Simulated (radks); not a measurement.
# Cr²⁺ in [Ar] 3d3.5 4p0.5: an all-electron calculation

Aim: the levels, the sizes of the orbitals and the parts of the energy of the chromium ion Cr2+.

Method: Dirac Kohn-Sham, LDA (Slater exchange, Perdew-Wang correlation), spin-unpolarised, spherical densities, point nucleus; open shells fill j = l - 1/2 first. Code: radks (a radial shooting solver on a logarithmic mesh, Libxc functionals) version 1.

### Step 1. Starting point

```
element       : chromium (Z = 24)
charge        : +2
electrons     : 22
configuration : [Ar] 3d3.5 4p0.5
```

### Step 2. The calculation

The run's settings:

```text
Z 24
configuration [Ar] 3d3.5 4p0.5 4s0 4d0
relativity Dirac
functional lda,pw
spin unpolarised
j_filling energy
nucleus point
c 137.035999084
```

What does the calculation give?

As calculated:

```
                        quantity                   value
                    total energy     -1047.44872 hartree
exchange-correlation share of it                  4.38 %
                            −T/E                  1.0113
          highest occupied level       4p1/2, -14.936 eV
    most extended occupied level  4p1/2, <r> = 3.07 bohr
 radius at density 0.001 e/bohr³               3.63 bohr
    maxima of the radial density                       3
```

The radial density shows 3 maxima for 4 occupied principal shells; where shells overlap, one shows as a shoulder or not at all. Relativity lifts −T/E to 1.011. This is not the tabulated ground configuration, so its levels and sizes aren't those of the ground state, and no measured value stands beside it.
